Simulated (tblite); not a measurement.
# C3H8N2OSi2: the cost of one run

Programs: tblite 0.8.0 and PySCF 2.14.0, with density-fitted response routines of our own. Each step states its level of theory. These are calculated values for one molecule in the gas phase, unless marked as measured. Atoms count from 0, in the outputs and in this text.

### 1 The molecule as given

16 atoms, charge 0, multiplicity 1; geometry from: force field or distance geometry start.

Bonds of the start (Å): C0–N1 1.28, N1–Si2 1.77, Si2–Si3 2.23, Si3–C4 1.81, C4–N5 1.16, Si3–O6 1.71, O6–C7 1.41, C0–H8 1.09, C0–H9 1.09, Si2–H10 1.46, Si2–H11 1.48, Si3–H12 1.49, C7–H13 1.11, C7–H14 1.12, C7–H15 1.09.

### 2 Optimising the geometry with GFN2-xTB

The job: settings as JSON, then the geometry in Å.

```
{"job": {"kind": "relax", "xc": "GFN2-xTB", "basis": "xTB"}, "charge": 0, "multiplicity": 1}
C      3.663000    -0.026300    -0.052700
N      2.430200     0.118500     0.250800
Si     1.143500    -1.019800    -0.155900
Si    -0.753300    -0.037700     0.499100
C     -0.442400     1.746900     0.518500
N     -0.246900     2.886200     0.516200
O     -2.101900    -0.408500    -0.489300
C     -3.200100     0.135800     0.217200
H      4.355000     0.753000     0.277200
H      4.045900    -0.868500    -0.620400
H      1.130700    -1.432900    -1.553400
H      1.351300    -2.218100     0.685500
H     -1.089900    -0.490500     1.883200
H     -3.413600    -0.565700     1.044200
H     -2.821600     1.094500     0.663100
H     -4.057500     0.341900    -0.427300
```

Launch:

```
> OMP_NUM_THREADS=1 python probes_run.py task.json out
```

The driver reads the jobs from task.json and runs them one after another.

Q: Estimate the wall time and peak memory of this first job on 1 thread of Arm Neoverse N1, shared host.

About 2.2 s, with a peak of 0.18 GiB.
